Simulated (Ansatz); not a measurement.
Write a Python script for Ansatz 0.2.0 through its Python package that makes a charge-density difference against the sublattices of NbW, space group Cmmm. Level of theory (first run): PBEsol, PAW, cutoff 460 eV, 11×11×6 k-points, cold smearing of 0.1 eV.

```
Nb W
1.0
     1.61743   -2.27363    0.00000
     1.61743    2.27363    0.00000
     0.00000    0.00000    4.59849
Nb W
1 1
Direct
  0.00000 0.00000 0.00000
  0.50000 0.50000 0.50000
```

`nbw.py`:
```python
"""Density of NbW less that of its sublattices."""

import warnings

import ansatz as az
import numpy as np

VECTORS = np.array([
    [1.617429, -2.273627, 0.0],
    [1.617429, 2.273627, 0.0],
    [0.0, 0.0, 4.598495],
])
SITES = [
    ("Nb", [0.0, 0.0, 0.0]),
    ("W", [0.5, 0.5, 0.5]),
]


def make_crystal(cell):
    crystal = az.Crystal(lattice=az.Lattice.of(cell))
    for symbol, position in SITES:
        crystal = crystal.atom(symbol, position)
    return crystal

warnings.simplefilter("ignore", az.DeckWarning)

# same cell, cutoff and mesh for the crystal and its parts
def solve(crystal):
    return (
        crystal.calculation()
        .occupations(az.OccupationsMethod.COLD, width=0.1)
        .functional(az.Functional.PBESOL)
        .basis(460, grid_basis="typed")
        .kpoints(11, 11, 6)
        .density()
        .run(threads=1)
    )


whole = solve(make_crystal(VECTORS))
difference = whole.density().channels[0].density_e_per_ang3.copy()
binding = whole.report["free_energy_ev"]
for element in ["Nb", "W"]:
    part = az.Crystal(lattice=az.Lattice.of(VECTORS))
    for symbol, position in SITES:
        if symbol == element:
            part = part.atom(symbol, position)
    alone = solve(part)
    difference -= alone.density().channels[0].density_e_per_ang3
    binding -= alone.report["free_energy_ev"]
    print(f"{element} sublattice: {alone.report['n_electrons']:g} electrons, {alone.report['n_iterations']} iterations")

voxel = abs(np.linalg.det(VECTORS)) / difference.size
print(f"energy of the crystal less its unpolarised sublattices: {binding / len(SITES):.4f} eV/atom")
print(f"net charge of the difference {difference.sum() * voxel:.5f} e, charge rearranged {0.5 * np.abs(difference).sum() * voxel:.3f} e")
print(f"extremes {difference.min():.4f} and {difference.max():.4f} e/A^3")
for (symbol, position) in SITES:
    index = tuple(int(round(p * n)) % n for p, n in zip(position, difference.shape))
    print(f"  change of the pseudo-density at the grid point nearest {symbol}: {difference[index]:+.4f} e/A^3")
profile = difference.mean(axis=(0, 1))
print("planar mean along the third vector:", np.round(profile[:: max(len(profile) // 12, 1)], 4))
```

```console
$ python nbw.py
Nb sublattice: 13 electrons, 6 iterations
W sublattice: 14 electrons, 6 iterations
energy of the crystal less its unpolarised sublattices: -3.0191 eV/atom
net charge of the difference 0.00000 e, charge rearranged 0.658 e
extremes -0.1545 and 0.1309 e/A^3
  change of the pseudo-density at the grid point nearest Nb: -0.0156 e/A^3
  change of the pseudo-density at the grid point nearest W: -0.0453 e/A^3
planar mean along the third vector: [-0.0281 -0.0366  0.0181  0.0525  0.0267 -0.0264 -0.0403 -0.0264  0.0267
  0.0525  0.0181 -0.0366]
```

Reading the output:
- The run is spin-unpolarised.
- The mesh is modest for a metal, so energies can be off by several to tens of meV an atom and pressures by half a GPa or more; differences at equal mesh fare better.
- Spin-orbit coupling, which matters for elements this heavy, is left out.
- Grid values close to the nuclei reflect the PAW or pseudopotential construction, not the all-electron fields.
- This cell is a computed structure, which may not be the phase found in nature.
- Charge moved counts every rearrangement, bonding and polarisation too, and is no transfer between atoms; the bare sublattices are artificial references. Values near the nuclei depend on the potentials.
- Finished in 9.6 s on 1 thread of Arm Neoverse V1, on a shared host, peak memory 0.43 GiB.
